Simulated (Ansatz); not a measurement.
# Ti3SiO8: the band gap up the ladder of functionals

The task here is to estimate one member of a computed series from the others.

The runs shown are made with Ansatz 0.2.0. PAW datasets, plane waves. Values at 0 K without nuclear motion; spin polarisation is off, and the phase may be a hypothetical one.

### The cell

The cell was relaxed beforehand with r2SCAN.

Space group P2 (No. 3), monoclinic; a = 4.440 Å, b = 5.359 Å, c = 4.803 Å, β = 91.0° in the conventional setting, 9.52 Å³ an atom. Si has 6 O at 1.78–1.86 Å; Ti has 6 O at 1.86–2.06 Å; Ti has 6 O at 1.90–2.03 Å; Ti has 6 O at 1.87–2.05 Å; O has 1 Si at 1.86 Å and 2 Ti at 1.95–1.97 Å.

The structure in full:

```xyz
12
Lattice="4.4398 0.0411 -0.0004 0.0416 4.8028 -0.0001 0.0004 0.0001 5.3585" Properties=species:S:1:pos:R:3 pbc="T T T"
Si    1.1185    0.9916    0.4984
Ti    1.1394    3.3931    2.2361
Ti    3.3387    1.0122    3.1715
Ti    3.3595    3.4137    5.0175
O     0.1328    1.7683    1.8653
O     0.1813    4.3201    0.6637
O     2.3734    2.6282    3.3948
O     2.2669    5.0441    4.6888
O     2.1459    5.0177    1.8650
O     2.0973    2.4659    0.6636
O     4.4522    1.7832    4.6887
O     4.3455    4.1990    3.3946
```

The first run:

File input.yaml:

```yaml
crystal:
  lattice:
    - [4.4398296821, 0.0410554323, -0.000401602]
    - [0.0415560235, 4.8027511095, -0.0001410868]
    - [0.0004444814, 0.0001222214, 5.3585433511]
  atoms:
    - { symbol: Si, position: [0.2500004747, 0.2043329589, 0.0930316533] }
    - { symbol: Ti, position: [0.2499994081, 0.7043359115, 0.4173391728] }
    - { symbol: Ti, position: [0.7500075803, 0.2043359477, 0.5919200508] }
    - { symbol: Ti, position: [0.7499921005, 0.7043378257, 0.9364227909] }
    - { symbol: O, position: [0.0264415338, 0.3679598216, 0.3481035808] }
    - { symbol: O, position: [0.0324055172, 0.8992232142, 0.1238784564] }
    - { symbol: O, position: [0.5294245411, 0.5426909817, 0.6335880767] }
    - { symbol: O, position: [0.5006969157, 1.0459529527, 0.8750710869] }
    - { symbol: O, position: [0.4735616045, 1.0407025451, 0.3481034551] }
    - { symbol: O, position: [0.467594449, 0.509440112, 0.1238792653] }
    - { symbol: O, position: [0.9992998259, 0.3627129578, 0.8750711806] }
    - { symbol: O, position: [0.9705760492, 0.8659747709, 0.6335912303] }
kpoints:
  mp_grid: { grid: [6, 6, 6] }
  band_path:
    path:
      - [0.0, 0.0, 0.0]
      - [7.186487494825e-21, -2.563026528377e-06, 0.4999999999867]
      - [-2.171987455145e-20, 0.4999974369653, 0.4999999999867]
      - [-3.033462903111e-19, 0.4999999999918, 3.141768736836e-19]
      - [0.0, 0.0, 0.0]
      - [0.5, 0.499999999992, -4.40205674377e-06]
      - [0.5, 0.4999974369655, 0.49999559793]
      - [7.186487494825e-21, -2.563026528377e-06, 0.4999999999867]
      - [0.5, -2.563026369975e-06, 0.49999559793]
      - [0.5, 1.584014618722e-13, -4.402056743771e-06]
      - [0.0, 0.0, 0.0]
    npoints: 10
hamiltonian:
  xc: pbe
scf:
  occupations: { method: fermi_dirac, width: 0.02 }
  n_extra_bands: 7
output:
  forces: true
  stress: true
  eigenvalues: true
```

Steps of the session up to this table: PBE band path; Single point with r2SCAN; HSE06; PBE0 at the same geometry.

One of the session's tables, all rows but one given; the rest of the session is left out.

| level | gap (eV) |
| --- | --- |
| PBE | 2.20 |
| r2SCAN | ? |
| HSE06 | 3.75 |
| PBE0 | 4.51 |

**Question.** Estimate the row for r2SCAN.

**Answer.** gap (eV): 2.57. In the column «gap (eV)» it lies between PBE (2.20) and HSE06 (3.75).

Meshes: PBE 6×6×6, r2SCAN 6×6×6, HSE06 4×4×4, PBE0 4×4×4

What this shows: The gap runs from 2.20 eV (PBE) to 4.51 eV (PBE0). Against HSE06, PBE is short by 1.55 eV, at 59 % of it, and r2SCAN 69 %. PBE0 lies 0.76 eV above HSE06, which differs from it by screening the long-range exchange.

Limits of these values: Warnings in the runs' records: near symmetry operations not taken, stress exchange threshold loose, stress scf threshold loose.
